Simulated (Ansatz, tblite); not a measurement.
**2x2x4 CsCl rock-salt block (Cs₈Cl₈): a ladder of methods and basis sets**

One table from this session's results is given with a row withheld; the runs are named, their logs left out.

The runs use Ansatz 0.2.0, Gaussian basis; as each input shows.

The runs, in order: GFN1-xTB, GFN2-xTB, PBE-D4/def2-SVP, r2SCAN-D4/def2-SVP, MP2/def2-SVP, RPA/def2-SVP.

13 further runs of the same task are left out: 11 that didn't finish, 2 set aside as unsound or not needed. Runs told in other sessions of the task aren't counted.

## The relaxed structure

The geometry is that of the singlet, from an earlier relaxation (PBE-D4/def2-SVP).

16 atoms, charge 0, spin multiplicity 1.

Bond lengths: Cs1–Cl2 3.335 Å, Cs1–Cl5 3.290 Å, Cs1–Cl9 3.290 Å, Cl2–Cs3 3.394 Å, Cl2–Cs6 3.430 Å, Cl2–Cs10 3.430 Å, Cs3–Cl4 3.353 Å, Cs3–Cl7 3.431 Å, Cs3–Cl11 3.431 Å, Cl4–Cs8 3.290 Å, Cl4–Cs12 3.290 Å, Cl5–Cs6 3.353 Å, Cl5–Cs13 3.290 Å, Cs6–Cl7 3.394 Å, Cs6–Cl14 3.430 Å, Cl7–Cs8 3.335 Å, Cl7–Cs15 3.431 Å, Cs8–Cl16 3.290 Å and more. Angles: Cl2–Cs1–Cl5 89.4°, Cl2–Cs1–Cl9 89.4°, Cl5–Cs1–Cl9 87.2°, Cs1–Cl2–Cs3 177.5°, Cs1–Cl2–Cs6 90.7°, Cs1–Cl2–Cs10 90.7°, Cs3–Cl2–Cs6 91.0°, Cs3–Cl2–Cs10 91.0°, Cs6–Cl2–Cs10 93.0°, Cl2–Cs3–Cl4 174.1°, Cl2–Cs3–Cl7 88.9°, Cl2–Cs3–Cl11 88.9°, Cl4–Cs3–Cl7 86.8°, Cl4–Cs3–Cl11 86.8°, Cl7–Cs3–Cl11 87.0°, Cs3–Cl4–Cs8 92.9°, Cs3–Cl4–Cs12 92.9°, Cs8–Cl4–Cs12 92.8° and more.

Cs takes a core potential in the def2 sets. No spin-orbit coupling is included.

PBE0-D4/def2-SVP was run before; its log isn't repeated, and its numbers join the tables.

The first run:

Tight binding, by tblite at 300 K electronic temperature and without a spin-polarisation term:

```python
tblite.interface.Calculator('GFN1-xTB', numbers, positions, charge=0, uhf=0).singlepoint()
```

Tight binding, by tblite at 300 K electronic temperature and without a spin-polarisation term:

```python
tblite.interface.Calculator('GFN2-xTB', numbers, positions, charge=0, uhf=0).singlepoint()
```

start.molden holds the orbitals of an earlier run on this state, given as this run's starting guess.

The input, in.yaml:

```yaml
crystal:
  periodic: [false, false, false]
  atoms:
    - {symbol: Cs, position_ang: [-1.688979, -1.682091, -5.044109]}
    - {symbol: Cl, position_ang: [-1.672739, -1.667373, -1.709532]}
    - {symbol: Cs, position_ang: [-1.761150, -1.757344, 1.681642]}
    - {symbol: Cl, position_ang: [-1.603406, -1.602511, 5.027270]}
    - {symbol: Cl, position_ang: [-1.605778, 1.606389, -5.025344]}
    - {symbol: Cs, position_ang: [-1.758847, 1.761849, -1.679458]}
    - {symbol: Cl, position_ang: [-1.666391, 1.671776, 1.711691]}
    - {symbol: Cs, position_ang: [-1.678266, 1.686229, 5.046308]}
    - {symbol: Cl, position_ang: [1.599788, -1.607062, -5.027105]}
    - {symbol: Cs, position_ang: [1.756327, -1.762159, -1.681403]}
    - {symbol: Cl, position_ang: [1.668237, -1.671107, 1.709612]}
    - {symbol: Cs, position_ang: [1.685027, -1.685818, 5.044094]}
    - {symbol: Cs, position_ang: [1.682890, 1.681388, -5.046220]}
    - {symbol: Cl, position_ang: [1.670053, 1.666979, -1.711722]}
    - {symbol: Cs, position_ang: [1.763091, 1.757941, 1.679199]}
    - {symbol: Cl, position_ang: [1.610162, 1.602926, 5.025077]}
basis:
  gaussian: {orbitals: def2-SVP, initial_orbitals: start.molden}
hamiltonian: {xc: pbe, dispersion: d4}
scf: {omitted_lower_state_checks: [starts]}
output: {forces: true, orbitals: {seedname: orbitals}}
```

The run is started by

```
> ansatz run in.yaml --threads 4 --pin off --events-out ev --progress --plain --max-ram 6963MiB
```

Steps of the session up to this table: PBE-D4/def2-SVP; r2SCAN-D4/def2-SVP; MP2/def2-SVP; RPA/def2-SVP.

One of the session's tables, all rows but one given; the rest of the session is left out.

It belongs to the step «Binding energy». 

| level | binding an atom (eV) |
| --- | --- |
| HF/def2-SVP | 2.394 |
| PBE-D4/def2-SVP | 2.990 |
| r2SCAN-D4/def2-SVP | 3.038 |
| PBE0-D4/def2-SVP | 2.989 |
| RPA/def2-SVP | ? |
| MP2/def2-SVP | 2.840 |

Estimate the missing values for RPA/def2-SVP.

As computed: binding an atom (eV): 2.522. In the column «binding an atom (eV)» it lies between HF/def2-SVP (2.394) and MP2/def2-SVP (2.840).

To keep in mind: Free atoms were run apart at each level; binding is atoms less cluster, divided by the number of atoms, without zero-point or spin-orbit terms.
